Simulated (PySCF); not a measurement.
# One shape, several levels: CH6ClFSi2 (SMILES F[SiH2][SiH2]CCl)

Wanted: a comparison of 6 runs (HF/STO-3G, HF/3-21G, HF/6-31G*, HF/pcseg-1, B3LYP/6-31G*, CCSD/cc-pVDZ) of CH6ClFSi2. The job is set up through a Python script.

The calculation is run with PySCF 2.14.0.

**1. The molecule**

CH6ClFSi2: 11 atoms, total charge 0, spin state singlet. As SMILES, `F[SiH2][SiH2]CCl`. The shape is that of a GFN2-xTB optimisation. This is one conformer, not always the lowest.

Bond lengths: F1–Si2 1.617 Å, Si2–Si3 2.311 Å, Si3–C4 1.918 Å, C4–Cl5 1.788 Å, Si2–H6 1.460 Å, Si2–H7 1.458 Å, Si3–H8 1.472 Å, Si3–H9 1.467 Å, C4–H10 1.088 Å, C4–H11 1.087 Å. Some angles: F1–Si2–Si3 107.8°, Si2–Si3–C4 110.7°, Si3–C4–Cl5 108.4°, F1–Si2–H6 102.5°, F1–Si2–H7 102.7°, Si3–Si2–H6 113.9°, Si3–Si2–H7 117.9°, Si2–Si3–H8 115.7°, Si2–Si3–H9 112.0°, C4–Si3–H8 104.5°.

**2. Energy and gradient at HF/STO-3G (run 1)**

Input file start.xyz:

```xyz
11

F     -2.605680     0.304870     0.274780
Si    -1.256750     1.009790     0.819400
Si     0.469210    -0.512960     0.614330
C      0.950170    -0.748590    -1.226920
Cl     1.439970     0.838280    -1.889940
H     -1.602130     1.330530     2.201500
H     -1.188850     2.230550     0.025420
H      0.181890    -1.873450     1.098160
H      1.687970    -0.058580     1.293270
H      0.127860    -1.103180    -1.844540
H      1.796350    -1.417250    -1.365460
```

Input file run.py:

```python
# F[SiH2][SiH2]CCl
import pyscf.grad
from pyscf import gto

mol = gto.M(
    atom='start.xyz',
    spin=0,
    max_memory=1860,
    charge=0,
    basis='sto-3g',
    verbose=4,
)

calc0 = mol.RHF()
calc0.conv_tol = 1e-10
calc0.kernel()
if not calc0.converged:
    calc0 = calc0.newton().run(calc0.mo_coeff, calc0.mo_occ)

etot = calc0.e_tot
print(f'total energy: {etot:.8f} hartree')
grad = calc0.Gradients().kernel()
calc0.analyze()
```

The run is started by

```console
$ OMP_NUM_THREADS=1 python run.py
```

What it wrote:

```text
PySCF version 2.14.0

[... 80 lines left out ...]
Two-electron Energy =                  802.012446992927835
[... 10 lines left out ...]
MO #7   energy= -7.7962024894519   occ= 2
[... 8 lines left out ...]
MO #16  energy= -4.00361940505707  occ= 2
[... 8 lines left out ...]
MO #25  energy= -0.495204555949    occ= 2
[... 8 lines left out ...]
MO #34  energy= 0.356118761426284  occ= 0
[... 8 lines left out ...]
MO #43  energy= 0.707873679586544  occ= 0
[... 57 lines left out ...]
Dipole moment(X, Y, Z, Debye):  0.23426, -1.41487,  1.83852
```

Wall time 8.1 s (1 thread of Intel Xeon at 2.50GHz (Skylake/Cascade Lake), shared host); peak memory 0.12 GiB.

**3. Energy and forces at HF/3-21G (run 2)**

Input file input.py:

```python
import pyscf.grad
from pyscf import gto

mol = gto.M(
    atom=[
    ('F', (-2.605680, 0.304870, 0.274780)),
    ('Si', (-1.256750, 1.009790, 0.819400)),
    ('Si', (0.469210, -0.512960, 0.614330)),
    ('C', (0.950170, -0.748590, -1.226920)),
    ('Cl', (1.439970, 0.838280, -1.889940)),
    ('H', (-1.602130, 1.330530, 2.201500)),
    ('H', (-1.188850, 2.230550, 0.025420)),
    ('H', (0.181890, -1.873450, 1.098160)),
    ('H', (1.687970, -0.058580, 1.293270)),
    ('H', (0.127860, -1.103180, -1.844540)),
    ('H', (1.796350, -1.417250, -1.365460)),
],
    spin=0,
    basis='3-21g',
    charge=0,
    max_memory=1860,
    verbose=4,
)

mf = mol.RHF()
mf.conv_tol = 1e-10
mf.kernel()
if not mf.converged:
    mf = mf.newton().run(mf.mo_coeff, mf.mo_occ)

e_tot = mf.e_tot
print(f'total energy: {e_tot:.8f} hartree')
grad = mf.Gradients().kernel()
dip = mf.dip_moment()
pop, q = mf.mulliken_pop()
```

The run is started by

```console
$ OMP_NUM_THREADS=1 python input.py
```

What it wrote:

```text
PySCF version 2.14.0

[... 65 lines left out ...]
converged SCF energy = -1172.16497941771
total energy: -1172.16497942 hartree
[... 11 lines left out ...]
Dipole moment(X, Y, Z, Debye):  1.14053, -1.21464,  1.56188
[... 81 lines left out ...]
charge of   10H =      0.29048
```

It took 8.1 s on 1 thread of Intel Xeon at 2.50GHz (Skylake/Cascade Lake), shared host; peak memory 0.14 GiB.

Runs 3 to 5 aren't shown in full; the table further down has their settings and results.

**4. The energy at CCSD/cc-pVDZ (run 6)**

Input file job.py:

```python
# F[SiH2][SiH2]CCl
from pyscf import gto, scf, cc

mol = gto.M(
    atom=[
    ('F', (-2.605680, 0.304870, 0.274780)),
    ('Si', (-1.256750, 1.009790, 0.819400)),
    ('Si', (0.469210, -0.512960, 0.614330)),
    ('C', (0.950170, -0.748590, -1.226920)),
    ('Cl', (1.439970, 0.838280, -1.889940)),
    ('H', (-1.602130, 1.330530, 2.201500)),
    ('H', (-1.188850, 2.230550, 0.025420)),
    ('H', (0.181890, -1.873450, 1.098160)),
    ('H', (1.687970, -0.058580, 1.293270)),
    ('H', (0.127860, -1.103180, -1.844540)),
    ('H', (1.796350, -1.417250, -1.365460)),
],
    verbose=4,
    charge=0,
    basis='cc-pvdz',
    max_memory=1860,
)

calc0 = scf.RHF(mol)
calc0.conv_tol = 1e-10
calc0.kernel()
if not calc0.converged:
    calc0 = calc0.newton().run(calc0.mo_coeff, calc0.mo_occ)

mycc = cc.CCSD(calc0, frozen=17)
mycc.kernel()
e_final = mycc.e_tot
print('Final energy', e_final)
dip = calc0.dip_moment()
pop, q = calc0.mulliken_pop()
```

The run is started by

```console
$ OMP_NUM_THREADS=1 python job.py
```

What it wrote:

```text
PySCF version 2.14.0

[... 67 lines left out ...]
converged SCF energy = -1178.21455870269
[... 12 lines left out ...]
Init t2, MP2 energy = -1178.87462351903  E_corr(MP2) -0.660064816337847
[... 12 lines left out ...]
CCSD converged
[... 1 line left out ...]
Final energy -1178.9378803731372
Dipole moment(X, Y, Z, Debye):  1.12493, -1.07550,  1.15175
[... 124 lines left out ...]
charge of   10H =      0.10094
```

Run time: 61 s. Hardware: 1 thread of Intel Xeon at 2.50GHz (Skylake/Cascade Lake), shared host; peak memory 0.87 GiB.

**5. Overview of the runs**

```csv
run,level,Cartesian functions,integration grid,energy (Eh),dipole moment (D) of the reference,HOMO energy (eV),LUMO energy (eV),wall time
1,HF/STO-3G,no,–,-1164.762183,2.33,-9.04,9.69,8.1 s
2,HF/3-21G,no,–,-1172.164979,2.28,-11.38,2.80,8.1 s
3,HF/6-31G* (spherical functions),no,–,-1178.157061,1.98,-11.29,2.64,44 s
4,HF/pcseg-1,no,–,-1178.093771,2.15,-11.42,2.27,54 s
5,B3LYP/6-31G* (Cartesian functions),yes,5,-1180.787257,1.67,-7.81,-0.74,100 s
6,CCSD/cc-pVDZ,no,–,-1178.937880,1.94,-11.27,2.68,61 s
```

**6. Results**

| quantity | value |
| --- | --- |
| run 6: total energy | -1178.93788 Eh |
| run 6: dipole moment (Hartree–Fock density) | 1.94 D |
| run 6: HOMO energy (Hartree–Fock orbitals) | -11.27 eV |
| run 6: LUMO energy (Hartree–Fock orbitals) | 2.68 eV |
| run 6: HOMO–LUMO gap (Hartree–Fock orbitals) | 13.94 eV |
| run 6: correlation energy (17 core orbitals frozen) | -723.3 mEh |
| run 6: T1 diagnostic | 0.011 |

What this shows: Over runs 1, 2, 3, 4, 5 the dipole moment (its size) runs from 1.67 D (B3LYP/6-31G*) to 2.33 D (HF/STO-3G). The two ends differ in method and basis. Over runs 1, 2, 3, 4, 5 the HOMO–LUMO gap runs from 7.07 eV (B3LYP/6-31G*) to 18.73 eV (HF/STO-3G). In run 1 the basis is minimal, so the values are rough. All runs together took 4.6 min, the longest 100 s.
